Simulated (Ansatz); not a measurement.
# NaLaZr2O6: the cost of one run

Computed with Ansatz 0.2.0 through its Python package. Level of theory: DFT PBEsol, plane waves, PAW.

### 1 The structure

NaLaZr2O6 Fm-3m: Symmetry: Fm-3m, No. 225, cubic system. Conventional cell: a = 8.329 Å, b = 8.329 Å, c = 8.329 Å, α = 90.00°, β = 90.00°, γ = 90.00°. Na (site symmetry m-3m) has 12 O at 2.94 Å as nearest neighbours. Around La (site symmetry m-3m) lie 12 O at 2.94 Å. Zr (site symmetry -43m) has 6 O at 2.08 Å as nearest neighbours. Only part of the 4 independent sites is listed.

Na Im-3m: It takes space group Im-3m (No. 229, cubic). The conventional cell has a = 4.282 Å, b = 4.282 Å, c = 4.282 Å, α = 90.00°, β = 90.00°, γ = 90.00°. Around Na (site symmetry m-3m) lie 8 Na at 3.71 Å.

LaZr2O6 Fm-3m: The structure is cubic, space group Fm-3m (No. 225). The conventional cell has a = 8.329 Å, b = 8.329 Å, c = 8.329 Å, α = 90.00°, β = 90.00°, γ = 90.00°. La (site symmetry m-3m) has 12 O at 2.94 Å as nearest neighbours. Zr (site symmetry -43m) is surrounded by 6 O at 2.08 Å. O (site symmetry mmm) is surrounded by 2 Zr at 2.08 Å and 2 La at 2.94 Å.

No structure file is read: the coordinates are typed or built in the script.

### 2 The code

The input, voltage.py:

```python
# -*- coding: utf-8 -*-
"""Average voltage of LaZr2O6 against Na metal, after relaxing atoms and volume at fixed cell shape."""

from collections import Counter

import ansatz as az
import numpy as np


def ground_state(name, crystal):
    calc = (
        crystal.calculation()
        .scf(self_checks="high")
        .functional("pbesol")
        .basis(320, xc_grid=2)
        .eigensolver("davidson", mixed_precision=False)
        .kpoints(spacing=0.26)
        .occupations("gaussian", width=0.05)
        .band_table()
    )
    calc = calc.relax(force_tolerance=0.02, fix_cell=["shape"])
    return calc.run(threads=1)


def counts(outcome):
    return Counter(site.symbol for site in outcome.lattice.sites)


def gap_ev(outcome):
    # nan where the run reports no band edges: a metal, overlapping bands, or a gap that is small against the smearing
    edges = outcome.report.get("band_edges_ev")
    return edges[1] - edges[0] if edges else float("nan")

phases = {}
nalazr2o6 = (
    az.Lattice.fcc(8.32927)
    .space_group(225)
    .atom("Na", (0.0, 0.0, 0.0))
    .atom("La", (0.5, 0.0, 0.0))
    .atom("Zr", (0.25, 0.75, 0.75))
    .atom("O", (0.25, 0.75, 0.0))
    .primitive()
)
phases["NaLaZr2O6"] = nalazr2o6
na = (
    az.Lattice.from_parameters(3.708321, 3.708321, 3.708321, alpha=109.47122, beta=109.47122, gamma=109.47122)
    .atom("Na", (0.0, 0.0, 0.0))
)
phases["Na"] = na
# empty the sites of the mobile ion
host = phases["NaLaZr2O6"].resolved()
for site in phases["NaLaZr2O6"].resolved().sites:
    if site.symbol == "Na":
        host = host.vacancy("Na", at=site.position)
phases["LaZr2O6"] = host.resolved()

done = {}
for name, crystal in phases.items():
    done[name] = ground_state(name, crystal)
    print(f"{name}: {done[name].report['energy_sigma0_ev']:.4f} eV, {len(done[name].lattice.sites)} atoms")

full, empty, metal = done["NaLaZr2O6"], done["LaZr2O6"], done["Na"]
n = counts(full)["Na"]
reaction = full.report["energy_sigma0_ev"] - empty.report["energy_sigma0_ev"] - n * metal.report["energy_sigma0_ev"] / len(metal.lattice.sites)
voltage = -reaction / n
v_full, v_empty = (abs(np.linalg.det(o.lattice.cell_ang)) for o in (full, empty))
print(f"average voltage {voltage:.3f} V for {n} Na per cell")
print(f"cell volume {v_empty:.2f} -> {v_full:.2f} A^3 on insertion ({100 * (v_full / v_empty - 1):+.1f} %)")
```

### 3 What the engine is handed

The package turns the script's settings into the engine's input (first run):

```yaml
crystal:
  lattice:
    bravais: fcc
    a: 8.32927
  space_group: 225
  atoms:
    - { symbol: Na, position: [0.0, 0.0, 0.0] }
    - { symbol: La, position: [0.5, 0.0, 0.0] }
    - { symbol: Zr, position: [0.25, 0.75, 0.75] }
    - { symbol: O, position: [0.25, 0.75, 0.0] }
  reduce_to_primitive: true
basis:
  ecutwfc: 320.0
  xc_grid: 2
kpoints:
  mp_grid:
    kspacing: 0.26
hamiltonian:
  xc: pbesol
scf:
  self_checks: high
  occupations:
    method: gaussian
    width: 0.05
  eigensolver:
    kind: davidson
    mixed_precision: false
relax:
  f_tol: 0.02
  cell:
    fix: [shape]
output:
  eigenvalues: true
```

### 4 The run

Launch:

```
> python voltage.py
```

Q: Estimate wall time and peak memory on 1 thread of Arm Neoverse V1, shared host.

About 2.8 min, with a peak of 0.51 GiB.
